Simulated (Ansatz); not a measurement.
Below is the output of a Python script on Ansatz 0.2.0 through its Python package that makes an equation of state with a fit of MgCd₃, space group Pm-3m. Write a script that gives it. Use (first run): LDA, PAW, cutoff 476 eV, 5×5×5 k-points, Gaussian smearing of 0.15 eV.

```xyz
4
Lattice="4.3950 0.0000 0.0000 0.0000 4.3950 0.0000 0.0000 0.0000 4.3950" Properties=species:S:1:pos:R:3 pbc="T T T"
Mg    0.0000    0.0000    0.0000
Cd    2.1975    2.1975    0.0000
Cd    2.1975    0.0000    2.1975
Cd    0.0000    2.1975    2.1975
```

```console
$ python eos_mgcd3.py
V =  19.1009 A^3/atom  F = -6563.89198 eV/atom
V =  19.6315 A^3/atom  F = -6563.89569 eV/atom
V =  20.1621 A^3/atom  F = -6563.89368 eV/atom
V =  20.6926 A^3/atom  F = -6563.88683 eV/atom
V =  21.2232 A^3/atom  F = -6563.87587 eV/atom
V =  21.7538 A^3/atom  F = -6563.86140 eV/atom
V =  22.2844 A^3/atom  F = -6563.84395 eV/atom
V =  22.8150 A^3/atom  F = -6563.82397 eV/atom
V =  23.3455 A^3/atom  F = -6563.80186 eV/atom
V0 = 19.6970 A^3/atom, B0 = 62.4 GPa, dB/dP = 4.97
```

One script that gives this output:

The script, `eos_mgcd3.py`:
```python
"""Equation of state of MgCd3."""

import ansatz as az
import numpy as np

config = {
    "filling": "Gaussian",
    "sigma": 0.15,
    "kgrid": (5, 5, 5),
}

VECTORS = np.array([
    [4.394982, 0.0, 0.0],
    [0.0, 4.394982, 0.0],
    [0.0, 0.0, 4.394982],
])
SITES = [
    ("Mg", (0.0, 0.0, 0.0)),
    ("Cd", (0.5, 0.5, 0.0)),
    ("Cd", (0.5, 0.0, 0.5)),
    ("Cd", (0.0, 0.5, 0.5)),
]


def build(cell):
    crystal = az.Crystal(lattice=az.Lattice.of(cell))
    for symbol, position in SITES:
        crystal = crystal.atom(symbol, position)
    return crystal

# scale the volume, keep shape and fractions
volumes, energies = [], []
for scale in np.linspace(0.9, 1.1, 9):
    cell = VECTORS * scale ** (1 / 3)
    base = (
        build(cell).calculation()
        .functional(az.Functional.LDA)
        .pseudopotentials("paw")
        .basis(35 * az.Ry)
        .occupations(config["filling"], width=config["sigma"])
        .kpoints(*config["kgrid"])
    )
    r = base.run(threads=1, backend="cpu").report
    volumes.append(abs(np.linalg.det(cell)) / len(SITES))
    energies.append(r["free_energy_ev"] / len(SITES))
    print(f"V = {volumes[-1]:8.4f} A^3/atom  F = {energies[-1]:.5f} eV/atom")

# third-order Birch-Murnaghan: a cubic in V^(-2/3)
x = np.array(volumes) ** (-2 / 3)
poly = np.polynomial.Polynomial.fit(x, energies, 3).convert()
roots = poly.deriv().roots()
x0 = min((r.real for r in roots if abs(r.imag) < 1e-9 and poly.deriv(2)(r.real) > 0), key=lambda r: abs(r - x.mean()))
v0 = x0 ** -1.5
b0 = 4 / 9 * poly.deriv(2)(x0) * v0 ** (-7 / 3) * 160.21766
b1 = 4 + 2 / 3 * x0 * poly.deriv(3)(x0) / poly.deriv(2)(x0)
print(f"V0 = {v0:.4f} A^3/atom, B0 = {b0:.1f} GPa, dB/dP = {b1:.2f}")
```

A third-order Birch-Murnaghan fit through the 9 points has its minimum at 19.70 Å³ an atom, 7.2 % below the typed cell, with a bulk modulus of 62 GPa and dB/dP = 5.0. From that minimum the energy rises by 3.7 meV an atom on the compressed side and 93.9 meV on the expanded side. The window is off centre, so dB/dP is rough.

Notes:
- Total energies depend on the potentials; only differences at equal settings carry meaning.
- For a metal this k-point mesh is coarse: on a finer one energies can move by several to tens of meV an atom and pressures by half a GPa or more, differences at one mesh by less.
- This cell is a computed structure, which may not be the phase found in nature.
- Finished in 10 s on 1 thread of Intel(R) Xeon(R) Processor @ 2.30GHz (shared host), peak memory 0.52 GiB.
